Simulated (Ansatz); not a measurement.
# CH2SeSi: single points off equilibrium

The task here is to estimate one member of a computed series from the others.

Computed with Ansatz 0.2.0, Gaussian basis. Level: single points in def2-TZVPP.

Correlated methods freeze the cores. Filled d shells of the heavier atoms are correlated.

**The system as given**

5 atoms, charge 0, spin multiplicity 1.

Atoms are counted from 1 here; the program's logs count them from 0.

Bond lengths: C1–Si2 1.739 Å, C1–H4 1.183 Å, Si2–Se3 2.344 Å, Se3–H5 1.376 Å. Angles: Si2–C1–H4 118.9°, C1–Si2–Se3 159.4°, Si2–Se3–H5 91.2°.

As a file:

```mol
CH2SeSi
  3D, bonds by distance, orders not assigned

  5  4  0  0  0  0  0  0  0  0999 V2000
   -0.9872   -1.4303    0.6332 C   0  0
   -0.2987    0.0262   -0.0226 Si  0  0
    0.8543    2.0655   -0.1026 Se  0  0
   -1.6049   -2.1432   -0.0811 H   0  0
    1.9940    1.4360   -0.5492 H   0  0
  1  2  8  0
  1  4  8  0
  2  3  8  0
  3  5  8  0
M  END
```

Set-up of the first run:

The input, run/in.yaml:

```yaml
crystal:
  periodic: [false, false, false]
  atoms:
    - {symbol: C, position_ang: [-0.987200, -1.430300, 0.633200]}
    - {symbol: Si, position_ang: [-0.298700, 0.026200, -0.022600]}
    - {symbol: Se, position_ang: [0.854300, 2.065500, -0.102600]}
    - {symbol: H, position_ang: [-1.604900, -2.143200, -0.081100]}
    - {symbol: H, position_ang: [1.994000, 1.436000, -0.549200]}
basis:
  gaussian: {orbitals: def2-TZVPP}
correlation: {method: ccsd_t}
output: {forces: true}
```

No record of the launch command was kept for these runs.

Steps of the session up to this table: CCSD(T)/def2-TZVPP; PBE0-D4/def2-TZVPP; wB97M-V/def2-TZVPP; r2SCAN-D4/def2-TZVPP; PBE-D4/def2-TZVPP; HSE06-D4/def2-TZVPP; SPW92/def2-TZVPP.

One of the session's tables, all rows but one given; the rest of the session is left out.

| method | RMS force component (eV/Å) | angle to CCSD(T) forces (°) | dipole (D) |
| --- | --- | --- | --- |
| CCSD(T) | 1.241 | reference | 2.36 |
| PBE0-D4 | 1.363 | 10.7 | 2.88 |
| wB97M-V | 1.395 | 14.9 | 3.00 |
| r2SCAN-D4 | 1.309 | 8.6 | 2.81 |
| PBE-D4 | 1.312 | 9.4 | 2.76 |
| HSE06-D4 | ? | ? | ? |
| SPW92 | 1.345 | 13.1 | 2.78 |

Q: Estimate the row for HSE06-D4 from the others.

**Answer.** RMS force component (eV/Å): 1.357; angle to CCSD(T) forces (°): 10.3; dipole (D): 2.87. In the column «RMS force component (eV/Å)» it lies between SPW92 (1.345) and PBE0-D4 (1.363).
